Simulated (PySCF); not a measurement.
# [SeF7]-: structure of the singlet

Aim: relax [SeF7]- as a singlet from a PBE0 minimum start, check by its vibrations whether the end is a minimum, and collect its spectrum and constants.

Method: PBE0, basis Se def2-SVPD, F def2-SVPD, no relativity, density fitting; program: PySCF 2.14.0.

**1. The starting structure**

8 atoms, charge -1, spin multiplicity 1.

Bond lengths: Se1–F2 1.729 Å, Se1–F3 1.729 Å, Se1–F4 1.838 Å, Se1–F5 1.838 Å, Se1–F6 1.838 Å, Se1–F7 1.838 Å, Se1–F8 1.838 Å. Angles: F2–Se1–F3 180.0°, F2–Se1–F4 90.0°, F2–Se1–F5 90.0°, F2–Se1–F6 90.0°, F2–Se1–F7 90.0°, F2–Se1–F8 90.0°, F3–Se1–F4 90.0°, F3–Se1–F5 90.0°, F3–Se1–F6 90.0°, F3–Se1–F7 90.0°, F3–Se1–F8 90.0°, F4–Se1–F5 72.0°, F4–Se1–F6 144.0°, F4–Se1–F7 144.0°, F4–Se1–F8 72.0°, F5–Se1–F6 72.0°, F5–Se1–F7 144.0°, F5–Se1–F8 144.0° and more.

Coordinates in bohr (charge -1 multiplicity 1):
```
Se    0.0000    0.0000    0.0000
F     0.0000    0.0000    3.2674
F     0.0000    0.0000   -3.2674
F     3.4727    0.0000    0.0000
F     1.0731    3.3028    0.0000
F    -2.8095    2.0412    0.0000
F    -2.8095   -2.0412    0.0000
F     1.0732   -3.3027    0.0000
```

**2. First SCF at the start**

One driver script runs all steps and calls PySCF; scf.py shows how it sets up the SCF of each step. The optimiser is the driver's own. After this first run the driver tries any further starts and a stability analysis.

Contents of scf.py:

```python
from pyscf import gto, scf, dft
mol = gto.M(atom='''
Se     0.000000    -0.000000    -0.000000
F      0.000000    -0.000000     1.729047
F     -0.000000     0.000000    -1.729047
F      1.837683     0.000022    -0.000000
F      0.567854     1.747748     0.000000
F     -1.486730     1.080145     0.000000
F     -1.486704    -1.080181    -0.000000
F      0.567897    -1.747734    -0.000000''',
    basis={'Se': 'def2-SVPD', 'F': 'def2-SVPD'},
    charge=-1, spin=0)
mf = dft.RKS(mol, xc='PBE0')
mf.grids.atom_grid = (50, 194)
aux = {'Se': 'def2-universal-JKFIT', 'F': 'def2-universal-JKFIT'}
mf = mf.density_fit(auxbasis=aux)
mf.conv_tol = 1e-08
mf.diis_space = 10
mf.max_cycle = 60
mf.init_guess = 'minao'
mf.verbose = 4
mf.kernel()
```

The run is started by

```bash
$ OMP_NUM_THREADS=4 python axn.py task.json out
```

Output:

```text
init E= -3098.48330694429
  HOMO = -0.435044811481855  LUMO = -0.207512023161287  gap/eV = 6.19148
cycle= 1 E= -3098.31012193572  delta_E= 0.173  |g|= 1.43  |ddm|= 3.57
  HOMO = -0.0729102809367053  LUMO = -0.0102672644171129  gap/eV = 1.70460
cycle= 2 E= -3097.70603185354  delta_E= 0.604  |g|= 2.47  |ddm|= 3.87
  HOMO = -0.174524942215926  LUMO = 0.0145876802458229  gap/eV = 5.14602
cycle= 3 E= -3098.66912089448  delta_E= -0.963  |g|= 0.157  |ddm|= 2.31
  HOMO = -0.171347838086163  LUMO = 0.00848085854197667  gap/eV = 4.89339
cycle= 4 E= -3098.6703171487  delta_E= -0.0012  |g|= 0.134  |ddm|= 0.238
  HOMO = -0.178680043765189  LUMO = 0.00905100642630075  gap/eV = 5.10842
cycle= 5 E= -3098.67327917419  delta_E= -0.00296  |g|= 0.0123  |ddm|= 0.11
  HOMO = -0.177164415442871  LUMO = 0.0111214956321488  gap/eV = 5.12352
cycle= 6 E= -3098.67330316943  delta_E= -2.4e-05  |g|= 0.00195  |ddm|= 0.013
  HOMO = -0.177448105507069  LUMO = 0.0110129394990368  gap/eV = 5.12829
cycle= 7 E= -3098.67330380084  delta_E= -6.31e-07  |g|= 0.000329  |ddm|= 0.00235
  HOMO = -0.177470811348178  LUMO = 0.0109759372362879  gap/eV = 5.12790
cycle= 8 E= -3098.67330382071  delta_E= -1.99e-08  |g|= 7.39e-05  |ddm|= 0.000317
  HOMO = -0.177462349110798  LUMO = 0.0109809345153398  gap/eV = 5.12780
cycle= 9 E= -3098.67330382157  delta_E= -8.59e-10  |g|= 1.75e-05  |ddm|= 7.93e-05
  HOMO = -0.177460954966228  LUMO = 0.0109811256334202  gap/eV = 5.12777
Extra cycle  E= -3098.67330382144  delta_E= 1.25e-10  |g|= 3.2e-05  |ddm|= 3.93e-05
converged SCF energy = -3098.67330382144
```

This step, with its further starts and checks, ran for 40 s (4 threads of Arm Neoverse V1, shared host).

No lower closed-shell solution turned up in the test of internal stability.

**3. Relaxing the singlet from the PBE0 minimum start**

The program finds D5h symmetry in the start, which this walk keeps. The walk stops when the largest gradient is under 0.0003 Eh/bohr and the energy has settled too.

scf.py, as its differences from that of step 2:

```diff
@@ -3,4 +3,4 @@
-Se     0.000000    -0.000000    -0.000000
-F      0.000000    -0.000000     1.729047
-F     -0.000000     0.000000    -1.729047
-F      1.837683     0.000022    -0.000000
+Se     0.000000    -0.000000     0.000000
+F      0.000000     0.000000     1.729047
+F      0.000000     0.000000    -1.729047
+F      1.837683     0.000022     0.000000
@@ -9,2 +9,2 @@
-F     -1.486704    -1.080181    -0.000000
-F      0.567897    -1.747734    -0.000000''',
+F     -1.486704    -1.080181     0.000000
+F      0.567897    -1.747734     0.000000''',
@@ -20 +19,0 @@
-mf.init_guess = 'minao'
```

The optimiser's trace:

| step | energy (Eh) | change (kJ/mol) | largest symmetric gradient (Eh/bohr) |
| --- | --- | --- | --- |
| 0 | -3098.673304 | 0.00 | 0.00000 |

The walk took 5.8 s.

It settles in D5h symmetry, 0.0 kJ/mol below the start, after 0 steps: Se–F 1.729 Å (×2), Se–F 1.838 Å (×5); F–Se–F 72.0° (×5), F–Se–F 90.0° (×10), F–Se–F 144.0° (×5), F–Se–F 180.0°.

**4. Frequencies**

On the finer grid the gradient is checked again; gradients at displacements of ±0.02 bohr then give force constants and infrared intensities.

scf.py, as its differences from that of step 3:

```diff
@@ -4,3 +4,3 @@
-F      0.000000     0.000000     1.729047
-F      0.000000     0.000000    -1.729047
-F      1.837683     0.000022     0.000000
+F      0.000000    -0.000000     1.729047
+F     -0.000000     0.000000    -1.729047
+F      1.837683     0.000022    -0.000000
@@ -9,2 +9,2 @@
-F     -1.486704    -1.080181     0.000000
-F      0.567897    -1.747734     0.000000''',
+F     -1.486704    -1.080181    -0.000000
+F      0.567897    -1.747734    -0.000000''',
@@ -14 +14 @@
-mf.grids.atom_grid = (50, 194)
+mf.grids.atom_grid = (75, 302)
@@ -17 +17 @@
-mf.conv_tol = 1e-08
+mf.conv_tol = 1e-10
```

The driver hands on the density of the step before, so the log starts near convergence.

Log of the central SCF (cycles and frontier levels):

```text
init E= -3098.67316681827
  HOMO = -0.177461050577215  LUMO = 0.0109783074095935  gap/eV = 5.12770
cycle= 1 E= -3098.67316681824  delta_E= 3.18e-11  |g|= 1.49e-05  |ddm|= 1.83e-05
  HOMO = -0.177462814562928  LUMO = 0.0109782790124582  gap/eV = 5.12774
cycle= 2 E= -3098.67316681816  delta_E= 8.23e-11  |g|= 2.84e-05  |ddm|= 3.47e-05
  HOMO = -0.177461705794043  LUMO = 0.0109782408433574  gap/eV = 5.12771
cycle= 3 E= -3098.67316681828  delta_E= -1.21e-10  |g|= 1.12e-06  |ddm|= 2.29e-05
  HOMO = -0.177461684411052  LUMO = 0.0109782597833377  gap/eV = 5.12771
cycle= 4 E= -3098.67316681829  delta_E= -1.09e-11  |g|= 1.17e-07  |ddm|= 8.98e-07
  HOMO = -0.177461679690358  LUMO = 0.0109782758721613  gap/eV = 5.12771
Extra cycle  E= -3098.67316681829  delta_E= 9.09e-13  |g|= 1.87e-07  |ddm|= 2.44e-07
converged SCF energy = -3098.67316681829
```

The whole step took 2.7 min.

Geometry: D5h; Se–F 1.729 Å (×2), Se–F 1.838 Å (×5); F–Se–F 72.0° (×5), F–Se–F 90.0° (×10), F–Se–F 144.0° (×5), F–Se–F 180.0°.

Modes, for the most abundant isotopes:

| symmetry | ω (cm⁻¹) | IR (km/mol) |
| --- | --- | --- |
| e2'' | 78 | 0.0 |
| e1' | 274 | 0.1 |
| e1'' | 333 | 0.0 |
| a2'' | 392 | 35.8 |
| e2' | 394 | 0.0 |
| e1' | 459 | 341 |
| a1' | 568 | 0.0 |
| e1' | 577 | 296 |
| e2' | 587 | 0.0 |
| a1' | 624 | 0.0 |
| a2'' | 721 | 199 |

No imaginary mode, so this is a minimum.

Constants and moments:

```
Dipole moment about the centre of mass                          : 0.00 D
Highest occupied level                                          : -4.83 eV
Lowest empty level                                              : 0.30 eV
Rotational constants                                            : 0.06153, 0.06153, 0.05255 cm⁻¹
Zero-point energy                                               : 46.1 kJ/mol
Principal polarisabilities                                      : 43.9, 49.6, 49.6 bohr³
Principal traceless quadrupole moments about the centre of mass : -3.82, -3.82, 7.64 D Å
Entropy at 298.15 K and 1 bar                                   : 364.1 J/(mol K)
Heat capacity Cp at 298.15 K                                    : 137.4 J/(mol K)
Enthalpy at 298.15 K above 0 K                                  : 25.13 kJ/mol
Rotational symmetry number                                      : 10
```

Charges (e) and bond orders:

```csv
atom,Mulliken,Löwdin,polar tensor,Mayer order to Se1
Se1,2.96,1.86,3.33,–
"F2,3",-0.62,-0.36,-0.62,0.58
"F4,5,6,7,8",-0.54,-0.43,-0.62,0.57
```

Outer orbital energies (eV). occupied: -6.84, -6.73, -6.73, -6.51, -6.51, -5.92, -5.92, -4.83; empty: 0.30, 4.52, 4.56, 4.56.

Mulliken populations on Se1: s 7.00, p 13.33, d 10.71.

**5. What came out**

| quantity | value |
| --- | --- |
| minimum | singlet, D5h |
| geometry | Se–F 1.729 Å (×2), Se–F 1.838 Å (×5); F–Se–F 72.0° (×5), F–Se–F 90.0° (×10), F–Se–F 144.0° (×5), F–Se–F 180.0° |
| wavenumbers (cm⁻¹) | 78 (e2''), 274 (e1'), 333 (e1''), 392 (a2''), 394 (e2'), 459 (e1'), 568 (a1'), 577 (e1'), 587 (e2'), 624 (a1'), 721 (a2'') |
| dipole moment (centre of mass) | 0.00 D |
| highest occupied, lowest empty level | -4.83, 0.30 eV |
| polar-tensor charge of Se1 | +3.33 e |
| zero-point energy | 46.1 kJ/mol |
| entropy at 298.15 K | 364.1 J/(mol K) |

In words: The molecule stays D5h, as typed, and the end point is a minimum. In the infrared the band at 459 cm⁻¹ (e1', bend) leads. Other starts or spin states, not run here, may lie lower.

The search up to here took 3.5 min.
